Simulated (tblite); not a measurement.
# H4S20Zr9: the cost of one run

Programs: tblite 0.8.0 and PySCF 2.14.0, with routines of our own; each step states its level. All values are computed. Atoms count from 0.

### Step 1. The starting structure

33 atoms, charge 0, multiplicity 1; geometry from: force field, distance geometry or constructed start.

### Step 2. Relaxing the molecule with GFN1-xTB

Job settings and geometry (Å):

```
{"job": {"kind": "relax", "xc": "GFN1-xTB", "basis": "xTB"}, "charge": 0, "multiplicity": 1}
Zr     0.261600    -3.230800    -0.302900
Zr    -3.406500    -3.226400    -0.308200
Zr     0.261900     3.108000    -0.300300
Zr    -1.574000    -0.054900    -0.307500
Zr    -5.234300    -0.060500    -0.297900
Zr     3.913400    -3.229500    -0.303900
Zr     3.916800     3.112000    -0.304600
Zr     5.750100    -0.056600    -0.299800
Zr     2.089400    -0.061400    -0.301700
S     -1.576100    -2.173300    -1.749700
S      0.254600    -1.117100     1.146600
S     -1.575800    -4.287600     1.148700
S      2.083300    -2.171800    -1.746300
S      2.088900    -4.286200     1.146000
S     -5.235500    -2.167400    -1.751100
S     -3.405200    -1.115300     1.155000
S     -5.232900    -4.283700     1.149600
S      0.255600     0.993800    -1.752300
S      0.256100     5.225200     1.151200
S     -1.570500     2.054700     1.151400
S      2.084400     4.170700    -1.749800
S      2.085800     2.055300     1.148500
S     -3.399900     1.001800    -1.744700
S     -7.067500    -1.120200     1.147200
S      5.747200    -2.169900    -1.750400
S      3.910600    -1.116800     1.151200
S      3.917400     0.999500    -1.752000
S      3.916100     5.224000     1.149900
S      5.747300     2.054200     1.146700
H     -0.911400     5.797700     0.727300
H     -8.044500    -0.174100     1.002200
H      5.084000     5.798600     0.724100
H     -5.400600    -5.472600     0.483500
```

Command:

```sh
$ OMP_NUM_THREADS=8 python large_run.py task.json out
```

The driver reads the jobs from task.json and runs them one after another.

**Question.** How long does this first job take on 8 threads of Arm Neoverse V1, shared host, and how much memory does it need?

About 13 s, with a peak of 0.17 GiB.
